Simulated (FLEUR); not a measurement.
# HfMoC2 (P4/mmm) in FLEUR: further runs

The runs below take HfMoC2 through band structure, equation of state, with PBE.

All numbers are computed with FLEUR MaX-R8.1 (later development tree); they aren't measurements. Logs are shortened: lines on timing, memory, paths and dates and some standing lists are left out, and cuts for length are marked.

### Step 1. The structure

The structure is tetragonal, space group P4/mmm (No. 123). The conventional cell has a = 3.191 Å, b = 3.191 Å, c = 4.485 Å, α = 90.00°, β = 90.00°, γ = 90.00°. Hf (site symmetry 4/mmm) is surrounded by 6 C at 2.24 to 2.26 Å. Mo (site symmetry 4/mmm) has 6 C at 2.24 to 2.26 Å as nearest neighbours. C (site symmetry 4/mmm) has 2 Mo at 2.24 Å and 4 Hf at 2.26 Å as nearest neighbours. Around C (site symmetry 4/mmm) lie 2 Hf at 2.24 Å and 4 Mo at 2.26 Å.

The cell comes from a database or a generator and needn't be the stable form of this composition.

### Step 2. Band structure, PBE

inp.xml

```xml
<?xml version="1.0" encoding="UTF-8" standalone="no"?>
<fleurInput fleurInputVersion="0.39">
   <comment>
      HfMoC2                                                                                              
   </comment>
   <calculationSetup>
      <cutoffs Kmax="4.8" Gmax="14.9" GmaxXC="14.9" numbands="0"/>
      <scfLoop itmax="60" minDistance="0.00001" maxIterBroyd="15" imix="Anderson" alpha="0.05" precondParam="0.0" spinf="2.0" sdNocoIR="T"/>
      <coreElectrons ctail="T" frcor="F" kcrel="0" coretail_lmax="0"/>
      <xcFunctional name="pbe" relativisticCorrections="F"/>
      <magnetism jspins="1"/>
      <soc l_soc="F" theta="0.0" phi="0.0" spav="F"/>
      <expertModes spex="0" secvar="F"/>
      <geometryOptimization l_f="F" forcealpha="1.0" forcemix="BFGS" epsdisp="0.00001" epsforce="0.00001"/>
      <ldaU l_linMix="F" mixParam="0.05" spinf="1.0"/>
   </calculationSetup>
   <cell>
      <bzIntegration valenceElectrons="48.0" mode="hist" fermiSmearingEnergy="0.00183747">
         <kPointListSelection listName="default-1"/>
         <!-- k-points included here -->
         <xi:include xmlns:xi="http://www.w3.org/2001/XInclude" href="kpts.xml"> </xi:include>
      </bzIntegration>
      <!-- symmetry operations included here -->
      <xi:include xmlns:xi="http://www.w3.org/2001/XInclude" href="sym.xml"> </xi:include>
      <bulkLattice scale="1.0">
[... 53 lines left out ...]
      </species>
   </atomSpecies>
   <atomGroups>
      <atomGroup species="Hafnium (Hf)">
         <relPos label="                   1">.0000000000 .0000000000 .0000000000</relPos>
         <force calculate="T" relaxXYZ="TTT"/>
      </atomGroup>
      <atomGroup species="Molybdenum (Mo)">
         <relPos label="                   2">1.000/2.000 1.000/2.000 1.000/2.000</relPos>
         <force calculate="T" relaxXYZ="TTT"/>
      </atomGroup>
      <atomGroup species="Carbon (C)">
         <relPos label="                   3">1.000/2.000 1.000/2.000 .0000000000</relPos>
         <force calculate="T" relaxXYZ="TTT"/>
      </atomGroup>
      <atomGroup species="Carbon (C)">
         <relPos label="                   4">.0000000000 .0000000000 1.000/2.000</relPos>
         <force calculate="T" relaxXYZ="TTT"/>
      </atomGroup>
   </atomGroups>
   <output dos="F" band="F" slice="F">
      <checks vchk="F" cdinf="F"/>
      <bandDOS minEnergy="-.5*Htr" maxEnergy="0.5*Htr" sigma="0.015" storeEVData="T"/>
      <vacuumDOS vacdos="F" integ="F" star="F" nstars="0" locx1="0.0" locy1="0.0" locx2="0.0" locy2="0.0" nstm="0" tworkf="0.0"/>
      <unfoldingBand unfoldBand="F" supercellX="1" supercellY="1" supercellZ="1"/>
      <plotting iplot="0" polar="F">
         <plot TwoD="T" vec1="  1.0  0.0  0.0" vec2="  0.0  1.0  0.0" vec3="  0.0  0.0  1.0" zero="  0.0  0.0  0.0" file="plot"/>
      </plotting>
      <chargeDensitySlicing numkpt="0" minEigenval="0.0" maxEigenval="0.0" nnne="0" pallst="F"/>
      <specialOutput eonly="F"/>
      <moessbauerParams electricFieldGradient="T" isomerShift="T" coreHyperfine="T" valenceHyperfine="T"/>
      <magneticCircularDichroism mcd="F" energyLo="-10.0" energyUp="0.0"/>
   </output>
  <!-- We include the file relax.xml here to enable relaxations (see documentation) -->
  <xi:include xmlns:xi="http://www.w3.org/2001/XInclude" href="relax.xml"> <xi:fallback/> </xi:include>
</fleurInput>
```

crystal.txt

```
HfMoC2
&input cartesian=F /
3.1914230000  0.0000000000  0.0000000000
0.0000000000  3.1914230000  0.0000000000
0.0000000000  0.0000000000  4.4851640000
1.8897261246
1.0 1.0 1.0

4
72 0.0000000000  0.0000000000  0.0000000000
42 0.5000000000  0.5000000000  0.5000000000
6 0.5000000000  0.5000000000  0.0000000000
6 0.0000000000  0.0000000000  0.5000000000

&kpt div1=8 div2=8 div3=6 gamma=T /
```

inp.xml (bands)

```
<?xml version="1.0" encoding="UTF-8" standalone="no"?>
<fleurInput fleurInputVersion="0.39">
   <comment>
      HfMoC2                                                                                              
   </comment>
   <calculationSetup>
      <cutoffs Kmax="4.8" Gmax="14.9" GmaxXC="14.9" numbands="0"/>
      <scfLoop itmax="60" minDistance="0.00001" maxIterBroyd="15" imix="Anderson" alpha="0.05" precondParam="0.0" spinf="2.0" sdNocoIR="T"/>
      <coreElectrons ctail="T" frcor="F" kcrel="0" coretail_lmax="0"/>
      <xcFunctional name="pbe" relativisticCorrections="F"/>
      <magnetism jspins="1"/>
      <soc l_soc="F" theta="0.0" phi="0.0" spav="F"/>
      <expertModes spex="0" secvar="F"/>
      <geometryOptimization l_f="F" forcealpha="1.0" forcemix="BFGS" epsdisp="0.00001" epsforce="0.00001"/>
      <ldaU l_linMix="F" mixParam="0.05" spinf="1.0"/>
   </calculationSetup>
   <cell>
      <bzIntegration valenceElectrons="48.0" mode="hist" fermiSmearingEnergy="0.00183747">
         <kPointListSelection listName="path-1"/>
         <!-- k-points included here -->
         <xi:include xmlns:xi="http://www.w3.org/2001/XInclude" href="kpts.xml"> </xi:include>
      </bzIntegration>
      <!-- symmetry operations included here -->
      <xi:include xmlns:xi="http://www.w3.org/2001/XInclude" href="sym.xml"> </xi:include>
      <bulkLattice scale="1.0">
         <bravaisMatrix>
[... 54 lines left out ...]
   <atomGroups>
      <atomGroup species="Hafnium (Hf)">
         <relPos label="                   1">.0000000000 .0000000000 .0000000000</relPos>
         <force calculate="T" relaxXYZ="TTT"/>
      </atomGroup>
      <atomGroup species="Molybdenum (Mo)">
         <relPos label="                   2">1.000/2.000 1.000/2.000 1.000/2.000</relPos>
         <force calculate="T" relaxXYZ="TTT"/>
      </atomGroup>
      <atomGroup species="Carbon (C)">
         <relPos label="                   3">1.000/2.000 1.000/2.000 .0000000000</relPos>
         <force calculate="T" relaxXYZ="TTT"/>
      </atomGroup>
      <atomGroup species="Carbon (C)">
         <relPos label="                   4">.0000000000 .0000000000 1.000/2.000</relPos>
         <force calculate="T" relaxXYZ="TTT"/>
      </atomGroup>
   </atomGroups>
   <output dos="F" band="T" slice="F">
      <checks vchk="F" cdinf="F"/>
      <bandDOS minEnergy="-.5*Htr" maxEnergy="0.5*Htr" sigma="0.015" storeEVData="T"/>
      <vacuumDOS vacdos="F" integ="F" star="F" nstars="0" locx1="0.0" locy1="0.0" locx2="0.0" locy2="0.0" nstm="0" tworkf="0.0"/>
      <unfoldingBand unfoldBand="F" supercellX="1" supercellY="1" supercellZ="1"/>
      <plotting iplot="0" polar="F">
         <plot TwoD="T" vec1="  1.0  0.0  0.0" vec2="  0.0  1.0  0.0" vec3="  0.0  0.0  1.0" zero="  0.0  0.0  0.0" file="plot"/>
      </plotting>
      <chargeDensitySlicing numkpt="0" minEigenval="0.0" maxEigenval="0.0" nnne="0" pallst="F"/>
      <specialOutput eonly="F"/>
      <moessbauerParams electricFieldGradient="T" isomerShift="T" coreHyperfine="T" valenceHyperfine="T"/>
      <magneticCircularDichroism mcd="F" energyLo="-10.0" energyUp="0.0"/>
   </output>
  <!-- We include the file relax.xml here to enable relaxations (see documentation) -->
  <xi:include xmlns:xi="http://www.w3.org/2001/XInclude" href="relax.xml"> <xi:fallback/> </xi:include>
</fleurInput>
```

Potentials or basis: all-electron, FLAPW.

Command:

```sh
$ inpgen -f crystal.txt -profile fastHighL
$ # inp.xml edited to the form shown
$ fleur_MPI
$ fleur_MPI   # second run, on inp.xml (bands)
```

The log of the run:

```text
Welcome to FLEUR        (www.flapw.de)
      MaX-Release 8.1          (www.max-centre.eu)

 ========== k-point set info ==========
 Selected k-point list: default-1
 k-point list type: mesh
 8 x 8 x 6
 Number of k points: 60

 ------------Calculation Setup---------------------------
 Number of MPI-tasks      :            1
 Number of PE/node        :            1
 Number of OMP-threads    :            1
 Most efficient MPI parallelization for:
           1           2           3           4           5           6          10          12          15          20          30          60
 Additional eigenvalue parallelization possible
 Number of basis functions:          744
 Approximate size of matrices (H+S) per k-point:         0.008 GB
 --------------------------------------------------------
 Iteration:     1   Distance:      33.72286507 me/bohr^3
 Iteration:     2   Distance:      27.57405663 me/bohr^3
 Iteration:     3   Distance:      10.99444362 me/bohr^3
 Iteration:     4   Distance:       9.26281960 me/bohr^3
 Iteration:     5   Distance:      11.09470099 me/bohr^3
 Iteration:     6   Distance:       9.74888838 me/bohr^3
 Iteration:     7   Distance:       3.04675442 me/bohr^3
 Iteration:     8   Distance:       1.67079053 me/bohr^3
 Iteration:     9   Distance:       0.63438391 me/bohr^3
 Iteration:    10   Distance:       0.27705321 me/bohr^3
 Iteration:    11   Distance:       0.26636270 me/bohr^3
 Iteration:    12   Distance:       0.06382104 me/bohr^3
 Iteration:    13   Distance:       0.05099115 me/bohr^3
 Iteration:    14   Distance:       0.03318793 me/bohr^3
 Iteration:    15   Distance:       0.00540871 me/bohr^3
 Iteration:    16   Distance:       0.00498427 me/bohr^3
 Iteration:    17   Distance:       0.00341714 me/bohr^3
 Iteration:    18   Distance:       0.00082401 me/bohr^3
 Iteration:    19   Distance:       0.00033992 me/bohr^3
 Iteration:    20   Distance:       0.00013962 me/bohr^3
 Iteration:    21   Distance:       0.00013373 me/bohr^3
 Iteration:    22   Distance:       0.00005356 me/bohr^3
 Iteration:    23   Distance:       0.00000868 me/bohr^3

 ********************************************************************
 Run finished successfully
 Stop message:
   all done
 ********************************************************************
```

Wall time 5.3 min (1 thread of Arm Neoverse V2, shared host); peak memory 0.09 GiB.

Results:

| Property | Result |
| --- | --- |
| Free energy | -523103.1777 eV |
| Band gap along the path | none (metal or under the smearing width) |
| Valence electrons inside the program's atomic spheres | Hf 23.73; Mo 11.93; C 2.42, 2.39 (radii Hf 2.42, Mo 2.42, C 1.5 bohr) |

Levels at the corners of the path, in eV from the Fermi level:
```
point  band 20  band 21  band 22  band 23  band 24  band 25  band 26  band 27  band 28  band 29
    Γ    -1.35    -1.35    -1.21    -1.21    -0.40    -0.39     0.11     0.14     0.14     0.43
    X    -4.86    -4.26    -3.80    -3.72    -0.41     0.96     2.22     3.14     3.26     4.19
    M    -3.86    -3.86    -1.25    -1.04    -1.04    -0.94     1.07     1.40     2.47     4.00
    Γ    -1.35    -1.35    -1.21    -1.21    -0.40    -0.39     0.11     0.14     0.14     0.43
    Z    -3.48    -2.17    -2.17    -1.74    -1.74    -1.41    -0.28     2.10     2.10     3.86
    R    -5.18    -5.16    -4.37    -4.28     1.02     1.06     1.74     4.52     5.30     5.33
    A    -4.32    -4.21    -4.21    -4.21     1.10     1.10     1.40     3.09     3.09     3.53
    Z    -3.48    -2.17    -2.17    -1.74    -1.74    -1.41    -0.28     2.10     2.10     3.86
    X    -4.86    -4.26    -3.80    -3.72    -0.41     0.96     2.22     3.14     3.26     4.19
    R    -5.18    -5.16    -4.37    -4.28     1.02     1.06     1.74     4.52     5.30     5.33
    M    -3.86    -3.86    -1.25    -1.04    -1.04    -0.94     1.07     1.40     2.47     4.00
    A    -4.32    -4.21    -4.21    -4.21     1.10     1.10     1.40     3.09     3.09     3.53
```

Core levels (eV from the Fermi level):
| atom | levels |
| --- | --- |
| 1 Hf | 1s1/2 -65196.3, 2s1/2 -11138.2, 2p1/2 -10636.5, 2p3/2 -9444.6, 3s1/2 -2533.7, 3p1/2 -2311.6, 3p3/2 -2056.1, 4s1/2 -506.2, 3d3/2 -1680.6, 3d5/2 -1624.8, 4p1/2 -415.2, 4p3/2 -356.8, 4d3/2 -207.3, 4d5/2 -196.6 |
| 2 Mo | 1s1/2 -19811.1, 2s1/2 -2795.9, 2p1/2 -2571.8, 2p3/2 -2465.3, 3s1/2 -474.3, 3p1/2 -389.0, 3p3/2 -371.5, 3d3/2 -220.8, 3d5/2 -217.5 |
| 3 C | 1s1/2 -265.4 |
| 4 C | 1s1/2 -266.0 |

Caveat: spin-orbit coupling is left out, which moves the levels of the heavy elements.

### Step 3. Equation of state, PBE, 10.74 Å³/atom (volume scaled by 0.94)

Changes to inp.xml since step 2:

```diff
@@ -6,3 +6,3 @@
    <calculationSetup>
-      <cutoffs Kmax="4.8" Gmax="14.9" GmaxXC="14.9" numbands="0"/>
+      <cutoffs Kmax="4.93" Gmax="15.3" GmaxXC="15.3" numbands="0"/>
       <scfLoop itmax="60" minDistance="0.00001" maxIterBroyd="15" imix="Anderson" alpha="0.05" precondParam="0.0" spinf="2.0" sdNocoIR="T"/>
@@ -24,3 +24,3 @@
       <xi:include xmlns:xi="http://www.w3.org/2001/XInclude" href="sym.xml"> </xi:include>
-      <bulkLattice scale="1.0">
+      <bulkLattice scale="0.9795861087">
          <bravaisMatrix>
@@ -34,3 +34,3 @@
       <species name="Hafnium (Hf)" element="Hf" atomicNumber="72">
-         <mtSphere radius="2.42" gridPoints="801" logIncrement="0.017"/>
+         <mtSphere radius="2.35" gridPoints="801" logIncrement="0.017"/>
          <atomicCutoffs lmax="10" lnonsphr="10"/>
@@ -49,3 +49,3 @@
       <species name="Molybdenum (Mo)" element="Mo" atomicNumber="42">
-         <mtSphere radius="2.42" gridPoints="801" logIncrement="0.016"/>
+         <mtSphere radius="2.35" gridPoints="801" logIncrement="0.016"/>
          <atomicCutoffs lmax="10" lnonsphr="10"/>
@@ -66,3 +66,3 @@
       <species name="Carbon (C)" element="C" atomicNumber="6">
-         <mtSphere radius="1.5" gridPoints="497" logIncrement="0.021"/>
+         <mtSphere radius="1.46" gridPoints="497" logIncrement="0.021"/>
          <atomicCutoffs lmax="8" lnonsphr="8"/>
```

Potentials or basis: all-electron, FLAPW.

Command:

```sh
$ inpgen -f crystal.txt -profile fastHighL
$ # inp.xml edited to the form shown
$ fleur_MPI
```

It took 5.5 min on 1 thread of Arm Neoverse V2, shared host; peak memory 0.09 GiB.

Results (log left out):

```yaml
Free_energy: -523103.0427 eV
Band_gap_on_the_k_mesh: none (metal or under the smearing width)
Valence_electrons_inside_the_program's_atomic_spheres: Hf 23.63; Mo 11.79; C 2.34, 2.31 (radii Hf 2.35, Mo 2.35, C 1.46 bohr)
```

### Step 4. Equation of state, PBE, 10.96 Å³/atom (volume scaled by 0.96)

Changes to inp.xml since step 3:

```diff
@@ -24,3 +24,3 @@
       <xi:include xmlns:xi="http://www.w3.org/2001/XInclude" href="sym.xml"> </xi:include>
-      <bulkLattice scale="0.9795861087">
+      <bulkLattice scale="0.9864848297">
          <bravaisMatrix>
```

Command:

```sh
$ inpgen -f crystal.txt -profile fastHighL
$ # inp.xml edited to the form shown
$ fleur_MPI
```

Run time: 5.7 min. Hardware: 1 thread of Arm Neoverse V2, shared host; peak memory 0.09 GiB.

Results (log left out):

| Item | Value |
| --- | --- |
| Free energy | -523103.1245 eV |
| Band gap on the k mesh | none (metal or under the smearing width) |
| Valence electrons inside the program's atomic spheres | Hf 23.58; Mo 11.75; C 2.33, 2.30 (radii Hf 2.35, Mo 2.35, C 1.46 bohr) |

### Step 5. Equation of state, PBE, 11.42 Å³/atom

Changes to inp.xml since step 4:

```diff
@@ -24,3 +24,3 @@
       <xi:include xmlns:xi="http://www.w3.org/2001/XInclude" href="sym.xml"> </xi:include>
-      <bulkLattice scale="0.9864848297">
+      <bulkLattice scale="1.0000000000">
          <bravaisMatrix>
```

Command:

```sh
$ inpgen -f crystal.txt -profile fastHighL
$ # inp.xml edited to the form shown
$ fleur_MPI
```

Run time: 5.9 min. Hardware: 1 thread of Arm Neoverse V2, shared host; peak memory 0.1 GiB.

It converged, with:

| Property | Result |
| --- | --- |
| Free energy | -523103.1773 eV |
| Band gap on the k mesh | none (metal or under the smearing width) |
| Valence electrons inside the program's atomic spheres | Hf 23.50; Mo 11.68; C 2.30, 2.26 (radii Hf 2.35, Mo 2.35, C 1.46 bohr) |

### Step 6. Equation of state, PBE, 11.88 Å³/atom (volume scaled by 1.04)

Changes to inp.xml since step 5:

```diff
@@ -24,3 +24,3 @@
       <xi:include xmlns:xi="http://www.w3.org/2001/XInclude" href="sym.xml"> </xi:include>
-      <bulkLattice scale="1.0000000000">
+      <bulkLattice scale="1.0131594038">
          <bravaisMatrix>
```

Potentials or basis: all-electron, FLAPW.

Command:

```sh
$ inpgen -f crystal.txt -profile fastHighL
$ # inp.xml edited to the form shown
$ fleur_MPI
```

It took 6.2 min on 1 thread of Arm Neoverse V2, shared host; peak memory 0.1 GiB.

It converged, with:

| Item | Value |
| --- | --- |
| Free energy | -523103.1056 eV |
| Band gap on the k mesh | none (metal or under the smearing width) |
| Valence electrons inside the program's atomic spheres | Hf 23.43; Mo 11.62; C 2.27, 2.23 (radii Hf 2.35, Mo 2.35, C 1.46 bohr) |

### Step 7. Equation of state, PBE, 12.11 Å³/atom (volume scaled by 1.06)

Changes to inp.xml since step 6:

```diff
@@ -24,3 +24,3 @@
       <xi:include xmlns:xi="http://www.w3.org/2001/XInclude" href="sym.xml"> </xi:include>
-      <bulkLattice scale="1.0131594038">
+      <bulkLattice scale="1.0196128224">
          <bravaisMatrix>
```

Command:

```sh
$ inpgen -f crystal.txt -profile fastHighL
$ # inp.xml edited to the form shown
$ fleur_MPI
```

Wall time 6.6 min (1 thread of Arm Neoverse V2, shared host); peak memory 0.1 GiB.

The run converged. Its results:

```yaml
Free_energy: -523103.0305 eV
Band_gap_on_the_k_mesh: none (metal or under the smearing width)
Valence_electrons_inside_the_program's_atomic_spheres: Hf 23.40; Mo 11.59; C 2.25, 2.22 (radii Hf 2.35, Mo 2.35, C 1.46 bohr)
```

### Step 8. Equation of state, PBE

This step only gathers the single runs of the series.

What came out:

```
Equilibrium volume                        : 11.37 Å³/atom
Bulk modulus at fixed shape and positions : 277 GPa
Pressure derivative of the bulk modulus   : 4.2 (rough: it moves with the points fitted)
```

Energy against volume, from the lowest point:
| volume (Å³/atom) | energy (meV/atom) |
| --- | --- |
| 10.735 | 33.65 |
| 10.964 | 13.19 |
| 11.421 | 0.00 |
| 11.877 | 17.93 |
| 12.106 | 36.70 |

Caveat: the cell was scaled at fixed shape and fractional positions, which overstates the stiffness of a crystal with free parameters, most of all of layers and chains.
